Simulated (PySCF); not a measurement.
# C2H10AlN: the cost of one run

Programs: PySCF 2.14.0, with density-fitted response routines of our own. Each step states its level of theory. These are calculated values for one molecule in the gas phase, unless marked as measured. Atoms count from 0, in the outputs and in this text.

## Step 1: Starting geometry

14 atoms, charge 0, multiplicity 1; geometry from: GFN2-xTB. The atoms were then displaced at random by about 0.01 Å, so the start is not that level's minimum.

Bonds of the start (Å): C0–C1 1.54, C1–Al2 2.02, Al2–N3 2.03, C0–H4 1.12, C0–H5 1.08, C0–H6 1.08, C1–H7 1.10, C1–H8 1.09, Al2–H9 1.59, Al2–H10 1.56, N3–H11 1.04, N3–H12 1.01, N3–H13 1.02.

## Step 2: Geometry optimisation at PBE0-D3(BJ)/def2-SVP

What the job is given:

```
{"job": {"xc": "PBE0", "basis": "def2-SVP", "d3": "d3bj", "grid": 1, "shake": 0.01, "kind": "geom"}, "charge": 0, "multiplicity": 1}
C      1.970300     0.558760    -0.000440
C      0.977170    -0.462950    -0.596350
Al    -0.578370    -0.788340     0.656180
N     -2.084800     0.324000    -0.136720
H      1.456480     1.545870     0.083080
H      2.835400     0.720350    -0.625830
H      2.278380     0.277890     0.992660
H      0.735230    -0.133990    -1.620660
H      1.548650    -1.385520    -0.724910
H     -0.553250    -0.035500     2.052480
H     -1.336770    -2.152960     0.650060
H     -2.900060     0.182220     0.500630
H     -1.948900     1.328660    -0.185010
H     -2.406620     0.006430    -1.052910
```

Command:

```sh
$ OMP_NUM_THREADS=1 python probes_run.py task.json out
```

This one command runs all jobs of the session in turn.

Q: Estimate the wall time and peak memory of this first job on 1 thread of Arm Neoverse V2, shared host.

About 51 s, with a peak of 0.47 GiB.
